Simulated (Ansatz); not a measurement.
# SrHfO: the cost of one run

Computed with Ansatz 0.2.0 (DFT PBE, scalar-relativistic, plane waves, PAW, unless a step's input says otherwise).

## Step 1: The structure to begin with

It takes space group P4/nmm (No. 129, tetragonal). Conventional cell: a = 4.169 Å, b = 4.169 Å, c = 5.941 Å, α = 90.00°, β = 90.00°, γ = 90.00°. Around Sr (site symmetry 4mm) lie 4 Hf at 2.44 Å and 4 O at 2.69 Å. Around Hf (site symmetry -4m2) lie 4 Sr at 2.44 Å and 4 Hf at 2.95 Å and 2 O at 2.97 Å. Around O (site symmetry -4m2) lie 4 Sr at 2.69 Å and 2 Hf at 2.97 Å.

As a file:

```
CELL_PARAMETERS angstrom
4.16908 0.00000 0.00000
0.00000 4.16908 0.00000
0.00000 0.00000 5.94108
ATOMIC_POSITIONS crystal
Sr 0.00000 0.50000 0.71341
Sr 0.50000 0.00000 0.28659
Hf 0.00000 0.00000 0.50000
Hf 0.50000 0.50000 0.50000
O 0.00000 0.00000 0.00000
O 0.50000 0.50000 0.00000
```

A structure generator made this guess: species swapped into a database cell of GdOF (P4/nmm, No. 129), with Sr on the Gd sites, Hf on the O sites and O on the F sites. Its size is a rough estimate.

## Step 2: A first look at the guess

The input, input.yaml:

```yaml
crystal:
  lattice:
    - [4.16907885, 0.0, 0.0]
    - [0.0, 4.16907885, 0.0]
    - [0.0, 0.0, 5.94108136]
  atoms:
    - { symbol: Sr, position: [0.0, 0.5, 0.71340954] }
    - { symbol: Sr, position: [0.5, 0.0, 0.28659046] }
    - { symbol: Hf, position: [0.0, 0.0, 0.5] }
    - { symbol: Hf, position: [0.5, 0.5, 0.5] }
    - { symbol: O, position: [0.0, 0.0, 0.0] }
    - { symbol: O, position: [0.5, 0.5, 0.0] }
basis:
  ecutwfc: 420
kpoints:
  mp_grid: { grid: [4, 4, 4] }
hamiltonian:
  xc: pbe
scf:
  occupations: { method: gaussian, width: 0.1 }
  lower_state_search: "off"
output:
  forces: true
  stress: true
  eigenvalues: true
```

Started as:

```console
ansatz run input.yaml --threads 1 --pin off --max-ram 2560MiB --backend cpu --events-out ev --progress --plain --runs-dir out
```

Q: Estimate wall time and peak memory on 1 thread of Intel Xeon at 2.70GHz, shared host.

About 12 s, with a peak of 0.43 GiB.
